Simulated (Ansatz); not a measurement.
# ClFH4O2Si2: one species, many methods

One table from this session's results is given with a row withheld; the runs are named, their logs left out.

Program: Ansatz 0.2.0, Gaussian basis. Level of theory: functionals in def2-TZVPP, the program's frozen cores in correlated methods. These are calculated values, not measurements.

The runs, in order: PBE-D4, r2SCAN-D4, PBE0-D4, B3LYP-D4, ωB97X-V, ωB97M-V, B2PLYP; CCSD(T)/def2-TZVPP; MP2/def2-QZVPP; extrapolation to the limit.

## The geometry

An earlier PBE0-D4 in a triple-zeta def2 set relaxation fixed the geometry.

SMILES `O[SiH](F)O[SiH2]Cl`, 10 atoms, charge 0, spin multiplicity 1.

Atoms are counted from 1 here; the program's logs count them from 0.

Bond lengths: O1–Si2 1.618 Å, O1–H7 0.958 Å, Si2–F3 1.591 Å, Si2–O4 1.624 Å, Si2–H8 1.465 Å, O4–Si5 1.625 Å, Si5–Cl6 2.049 Å, Si5–H9 1.476 Å, Si5–H10 1.477 Å. Angles: Si2–O1–H7 120.2°, O1–Si2–F3 110.7°, O1–Si2–O4 110.6°, O1–Si2–H8 107.7°, F3–Si2–O4 106.8°, F3–Si2–H8 109.0°, O4–Si2–H8 112.2°, Si2–O4–Si5 147.9°, O4–Si5–Cl6 110.0°, O4–Si5–H9 108.4°, O4–Si5–H10 110.1°, Cl6–Si5–H9 108.1°, Cl6–Si5–H10 107.7°, H9–Si5–H10 112.4°.

The first run:

File in.yaml:

```yaml
crystal:
  periodic: [false, false, false]
  atoms:
    - {symbol: O, position_ang: [-1.850786, 1.714331, 0.587952]}
    - {symbol: Si, position_ang: [-0.322483, 1.185958, 0.526562]}
    - {symbol: F, position_ang: [0.533522, 2.061548, -0.488626]}
    - {symbol: O, position_ang: [-0.269709, -0.344953, -0.013481]}
    - {symbol: Si, position_ang: [0.635757, -1.592869, -0.527679]}
    - {symbol: Cl, position_ang: [2.405590, -1.647713, 0.503063]}
    - {symbol: H, position_ang: [-2.416123, 1.643139, -0.182307]}
    - {symbol: H, position_ang: [0.248945, 1.318670, 1.869152]}
    - {symbol: H, position_ang: [-0.095315, -2.844669, -0.250469]}
    - {symbol: H, position_ang: [0.955801, -1.432843, -1.960969]}
basis:
  gaussian: {orbitals: def2-TZVPP}
hamiltonian: {xc: pbe, dispersion: d4}
output: {forces: true, orbitals: {seedname: orbitals}}
```

Started as:

```sh
$ ansatz run in.yaml --threads 4 --pin off --events-out ev --progress --plain --max-ram 10444MiB
```

Among the steps run: PBE-D4 (GGA); r2SCAN-D4 (meta-GGA); PBE0-D4 (hybrid); B3LYP-D4 (hybrid); ωB97X-V (range-separated); ωB97M-V (range-separated); B2PLYP (double hybrid); CCSD(T) in def2-TZVPP; MP2 in def2-QZVPP.

One of the session's tables, all rows but one given; the rest of the session is left out.

| method | atomisation energy (eV) |
| --- | --- |
| PBE-D4 | ? |
| r2SCAN-D4 | 40.160 |
| PBE0-D4 | 39.445 |
| B3LYP-D4 | 39.750 |
| ωB97X-V | 40.261 |
| ωB97M-V | 40.245 |
| B2PLYP | 39.588 |
| HF/def2-TZVPP | 29.694 |
| MP2/def2-TZVPP | 40.312 |
| CCSD/def2-TZVPP | 38.522 |
| CCSD(T)/def2-TZVPP | 39.088 |
| MP2/CBS | 41.634 |
| CCSD(T)/CBS | 40.410 |

**Question.** Estimate the row for PBE-D4.

**Answer.** atomisation energy (eV): 40.124. In the column «atomisation energy (eV)» it lies between B3LYP-D4 (39.750) and r2SCAN-D4 (40.160).

Caveats from the session: Free atoms (2 O, 2 Si, 1 F, 1 Cl, 4 H) were run apart at each level; the atomisation energy is their sum less the molecule, without zero-point or spin-orbit terms.
